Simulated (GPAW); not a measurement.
# CuPd3 (I4/mmm) in GPAW: reference runs

Aim: a first look at CuPd3 with PBEsol, on the cell as given.

Program: GPAW 26.7.0. These are calculated values, not measurements. Logs are shortened: lines on timing, memory, paths and dates and some standing lists are left out, and cuts for length are marked. The log counts tension as positive stress, the text compression.

## 1. Starting point

Symmetry: I4/mmm, No. 139, tetragonal system. Conventional cell: a = 3.811 Å, b = 3.811 Å, c = 7.824 Å, α = 90.00°, β = 90.00°, γ = 90.00°. Pd (site symmetry 4/mmm) has 4 Cu at 2.69 Å and 8 Pd at 2.73 Å as nearest neighbours. Pd (site symmetry -4m2) is surrounded by 8 Pd at 2.69 to 2.73 Å and 4 Cu at 2.73 Å. Around Cu (site symmetry 4/mmm) lie 12 Pd at 2.69 to 2.73 Å.

The cell comes from a database or a generator and needn't be the stable form of this composition.

## 2. Single point, PBEsol

Input file run.py:

```python
from ase import Atoms
from ase.dft.bandgap import bandgap
from ase.io import write
from ase.units import Bohr, GPa
from gpaw import GPAW, PW, setup_paths
from gpaw.elf import elf_from_dft_calculation

setup_paths.insert(0, '.')

atoms = Atoms(['Pd', 'Pd', 'Pd', 'Cu'],
              cell=[[-1.90531911, 1.90531911, 3.91217965],
                    [1.90531911, -1.90531911, 3.91217965],
                    [1.90531911, 1.90531911, -3.91217965]],
              scaled_positions=[[0.5, 0.5, 0.0],
                                [0.25, 0.75, 0.5],
                                [0.75, 0.25, 0.5],
                                [0.0, 0.0, 0.0]],
              pbc=True)

calc = GPAW(mode=PW(600),
            xc='PBEsol',
            kpts={'size': (10, 10, 10), 'gamma': True},
            occupations={'name': 'fermi-dirac', 'width': 0.05},
            nbands=51,
            convergence={'density': 1e-05, 'energy': 1e-05},
            maxiter=150,
            txt='gpaw.txt')
atoms.calc = calc
energy = atoms.get_potential_energy()
forces = atoms.get_forces()
stress = atoms.get_stress()
calc.write('gs.gpw')
write('result.traj', atoms)
print(f'Energy: {energy:.6f} eV')
print('Forces (eV/A):')
print(forces.round(4))
print('Stress (GPa):', (stress / GPa).round(3))
print('Fermi level:', round(calc.get_fermi_level(), 4), 'eV')
print(f'Gap: {bandgap(calc)[0]:.4f} eV, direct: {bandgap(calc, direct=True)[0]:.4f} eV')

# fields on the real-space grid
write('density.cube', atoms, data=calc.get_pseudo_density() * Bohr**3)
write('potential.cube', atoms, data=calc.get_electrostatic_potential())
write('elf.cube', atoms, data=elf_from_dft_calculation(calc).data)
```

Potentials or basis: PAW data sets generated in the run's folder for this functional, pw.

The run is started by

```bash
$ gpaw-setup -f PBEsol Cu Pd
$ OMP_NUM_THREADS=1 python run.py
```

gpaw.txt:

```text
__  _  _
 | _ |_)|_||  |
 |__||  | ||/\| - 26.7.0

Input parameters:
  mode=PW(ecut=600.0),
  convergence={'density': 1e-05, 'energy': 1e-05},
  kpts=MonkhorstPack(size=(10, 10, 10), gamma=True),
  maxiter=150,
  nbands=51,
  occupations=Occupations(name='fermi-dirac', width=0.05),
  xc=XC(name='PBEsol')

Diagonalizing LCAO Hamiltonian
Converting LCAO to pw mode

       Pd
         Pd

            Pd

       Cu

Atoms  # Å, Bohr magnetons
|   | symbol |         x |        y |        z |    initial magnetic moments |
|---|--------|-----------|----------|----------|-----------------------------|
| 0 |     Pd |  0.000000 | 0.000000 | 3.912180 | ( 0.0000,  0.0000,  0.0000) |
| 1 |     Pd |  1.905319 | 0.000000 | 1.956090 | ( 0.0000,  0.0000,  0.0000) |
| 2 |     Pd | -0.000000 | 1.905319 | 1.956090 | ( 0.0000,  0.0000,  0.0000) |
| 3 |     Cu |  0.000000 | 0.000000 | 0.000000 | ( 0.0000,  0.0000,  0.0000) |

Unit cell  # Å
| periodic |         x |         y |         z |  lengths |     angles |
|----------|-----------|-----------|-----------|----------|------------|
|      yes | -1.905319 |  1.905319 |  3.912180 | 4.750330 | 132.707078 |
|      yes |  1.905319 | -1.905319 |  3.912180 | 4.750330 | 132.707078 |
|      yes |  1.905319 |  1.905319 | -3.912180 | 4.750330 |  69.114541 |

Number of symmetries: 16
Symmetry operations  # r_c * U_cc + t_c -> r_c
|    | kind |            matrix            |
|----|------|------------------------------|
|  0 |  σ   |  1, 1, 1,  0, 0,-1,  0,-1, 0 |
|  1 |  C4  |  1, 1, 1,  0, 0,-1, -1, 0, 0 |
|  2 |  E   |  1, 0, 0,  0, 1, 0,  0, 0, 1 |
|  3 |  σ   |  1, 0, 0,  0, 1, 0, -1,-1,-1 |
|  4 |  σ   |  0, 1, 0,  1, 0, 0,  0, 0, 1 |
|  5 |  C2  |  0, 1, 0,  1, 0, 0, -1,-1,-1 |
|  6 |  C2  |  0, 0, 1, -1,-1,-1,  1, 0, 0 |
|  7 |  S4  |  0, 0, 1, -1,-1,-1,  0, 1, 0 |
|  8 |  C4  |  0, 0,-1,  1, 1, 1,  0,-1, 0 |
|  9 |  σ   |  0, 0,-1,  1, 1, 1, -1, 0, 0 |
| 10 |  σ   |  0,-1, 0, -1, 0, 0,  1, 1, 1 |
| 11 |  C2  |  0,-1, 0, -1, 0, 0,  0, 0,-1 |
| 12 |  C2  | -1, 0, 0,  0,-1, 0,  1, 1, 1 |
| 13 |  i   | -1, 0, 0,  0,-1, 0,  0, 0,-1 |
| 14 |  S4  | -1,-1,-1,  0, 0, 1,  1, 0, 0 |
| 15 |  C2  | -1,-1,-1,  0, 0, 1,  0, 1, 0 |

BZ-sampling:
  Number of BZ points: 1000
  Number of IBZ points: 102

  Monkhorst-Pack size: [10, 10, 10]
  Monkhorst-Pack shift: [0.05, 0.05, 0.05]

K-points  # in reciprocal-cell coordinates
|     |                                coordinates |     weight |
|-----|--------------------------------------------|------------|
|   0 | (  0.00000000,   0.00000000,   0.00000000) | 0.00100000 |
|   1 | (  0.10000000,  -0.10000000,   0.00000000) | 0.00400000 |
|   2 | (  0.10000000,  -0.10000000,   0.10000000) | 0.00400000 |
|   3 | (  0.10000000,   0.00000000,   0.00000000) | 0.00800000 |
|   4 | (  0.10000000,   0.10000000,  -0.10000000) | 0.00200000 |
|   5 | (  0.20000000,  -0.20000000,   0.00000000) | 0.00400000 |
|   6 | (  0.20000000,  -0.20000000,   0.10000000) | 0.00800000 |
|   7 | (  0.20000000,  -0.20000000,   0.20000000) | 0.00400000 |
|   8 | (  0.20000000,  -0.10000000,   0.00000000) | 0.01600000 |
|   9 | (  0.20000000,  -0.10000000,   0.10000000) | 0.00800000 |
| ... |                                            |            |
| 101 | (  0.50000000,   0.50000000,   0.50000000) | 0.00100000 |

Plane wave coefficients: 1921
Cutoff: 600.0 eV

Spin-components: 1 (collinear spins)
Bands:           51
Projectors:      24
Spin-degeneracy: 2
Datatype:        complex128

Parallelization:
  kpt:    1
  domain: 1
  band:   1

Density:
  Valence electrons: 59.0
  Components: 1
  Grid points: [27 27 27]
  Charge: 0.0  # |e|

Potential:
  Grid points: [27 27 27]

species:
  Pd:
    name:    Palladium
    Z:       46.0
    valence: 16
    core:    30
    charge:  0.0  # [|e|]
    compensation charges:
      type: gauss
      rc: 0.38  # [Å]
      lmax: 2
    cutoffs:
      filter: 2.38  # [Å]
      core: 2.28  # [Å]
    projectors
    | kind |    occ | energy [eV] | rcut [Å] |
    |------|--------|-------------|----------|
    |   5s |  0.000 |      -3.290 |    1.228 |
    |   4p |  6.000 |     -51.151 |    1.360 |
    |   5p |  0.000 |      -0.235 |    1.360 |
    |   4d | 10.000 |      -4.049 |    1.228 |
    |    s |        |      23.922 |    1.228 |
    |    d |        |      23.162 |    1.228 |

    Using partial waves for Pd as LCAO basis

  Cu:
    name:    Copper
    Z:       29.0
    valence: 11
    core:    18
    charge:  0.0  # [|e|]
    compensation charges:
      type: gauss
      rc: 0.33  # [Å]
      lmax: 2
    cutoffs:
      filter: 2.06  # [Å]
      core: 2.43  # [Å]
    projectors
    | kind |    occ | energy [eV] | rcut [Å] |
    |------|--------|-------------|----------|
    |   4s |  1.000 |      -4.607 |    1.164 |
    |   4p |  0.000 |      -0.637 |    1.164 |
    |   3d | 10.000 |      -5.060 |    1.058 |
    |    s |        |      22.604 |    1.164 |
    |    p |        |      26.574 |    1.164 |
    |    d |        |      22.151 |    1.058 |

    Using partial waves for Cu as LCAO basis

Reference energy: -456466.281047  # eV

eigensolver:
  PPCG
  Converge bands: occupied
  niter=2

density mixing:
  MSR1-Mixer
  Pratt-step length: 0.05
  Maximum mixing coefficient: 0.75
  Old densities: 10
  SVD Regularization: 0.005
  Good broyden scale: 1.0
  Trust region scale: 1.0
  Backstep threshold: 4.0
  History deletion threshold: 6.0
  Fourier metric: weight=20.0, sigma=0.015

occupation numbers:
  Fermi-Dirac:
    width: 0.0500  # eV

poisson solver:
  ecut: 4800.0  # eV

xc functional:
  name: PBEsol with 2 nearest neighbor stencil

convergence criteria:
- Maximum integral of absolute [dens]ity change: 1e-05 electrons / valence electron
- Maximum [total energy] change in last 3 cyles: 1e-05 eV / valence electron
- Maximum integral of absolute [eigenst]ate change: 4e-08 eV^2 / valence electron
maximum number of iterations: 150

SCF iterations
|iter     | |      energy | eigst |  dens |
|---------|-|-------------|-------|-------|
|iter:   1| |  -22.581241 | +0.42 |       |
|iter:   2| |  -21.652833 | -1.47 | -0.97 |
|iter:   3| |  -27.759240 | -0.44 | -0.99 |
|iter:   4| |  -20.978678 | -0.83 | -1.06 |
|iter:   5| |  -19.145146 | -1.42 | -1.18 |
|iter:   6| |  -18.783366 | -3.22 | -1.63 |
|iter:   7| |  -18.264544 | -2.14 | -1.73 |
|iter:   8| |  -18.239281 | -3.76 | -2.16 |
|iter:   9| |  -18.234453 | -4.07 | -2.42 |
|iter:  10| |  -18.230334 | -4.43 | -2.73 |
|iter:  11| |  -18.230364 | -5.84 | -3.48 |
|iter:  12| |  -18.230365c| -6.34 | -3.70 |
|iter:  13| |  -18.230378c| -7.18 | -4.22 |
|iter:  14| |  -18.230381c| -8.22c| -4.74 |
|iter:  15| |  -18.230381c| -8.63c| -5.61c|

Converged in 15 steps
Energy contributions relative to reference atoms: (reference = -456466.281047)

Energy contributions:
  Kinetic:         -27.618092
  Coulomb:          10.391377
  Zero:             -0.413728
  External:          0.000000
  Xc:               -0.567438
  Entropy:          -0.045000
  Spinorbit:         0.000000
  ----------------------------
  Free energy:     -18.252881
  Extrapolated:    -18.230381

dipole moment: (-9.808495, -9.808495, 3.163948)  # |e|*Ang

Fermi level: 8.749
Eigenvalues  # (at kpt = [0.000, 0.000, 0.000])
| band index |      eig [eV] | occ [0-2] |
|------------|---------------|-----------|
|          0 |       -41.176 |     2.000 |
|        ... |               |           |
|         21 |         7.187 |     2.000 |
|         22 |         7.458 |     2.000 |
|         23 |         7.508 |     2.000 |
|         24 |         7.530 |     2.000 |
|         25 |         8.394 |     1.998 |
|         26 |         8.508 |     1.984 |
[... 8 lines left out ...]
|         35 |        17.357 |     0.000 |
|         36 |        18.428 |     0.000 |
|        ... |               |           |
|         50 |        35.947 |     0.000 |

No gap
No difference between direct/indirect transitions

Forces  # eV/Ang
|        x |       y |        z |
|----------|---------|----------|
|  0.00000 | 0.00000 | -0.00000 |  # Pd   0
|  0.00000 | 0.00000 | -0.00000 |  # Pd   1
| -0.00000 | 0.00000 |  0.00000 |  # Pd   2
| -0.00000 | 0.00000 |  0.00000 |  # Cu   3

Stress tensor  # eV/Ang^3
|        x |        y |        z |
|----------|----------|----------|
| 0.023196 | 0.000000 | 0.000000 |
| 0.000000 | 0.023196 | 0.000000 |
| 0.000000 | 0.000000 | 0.027104 |

# Writing to gs.gpw (mode='')
```

Wall time 12 min (1 thread of AMD EPYC, shared host); peak memory 0.36 GiB.

What came out:

| Quantity | Value |
| --- | --- |
| Free energy | -18.2529 eV |
| Pressure | -3.9 GPa |
| Band gap on the k mesh | none (metal or under the smearing width) |

Caveat: with this Cu data set, volumes or pressures lay over 1.5 % or 2 GPa off other programs in two to four cells of ten.
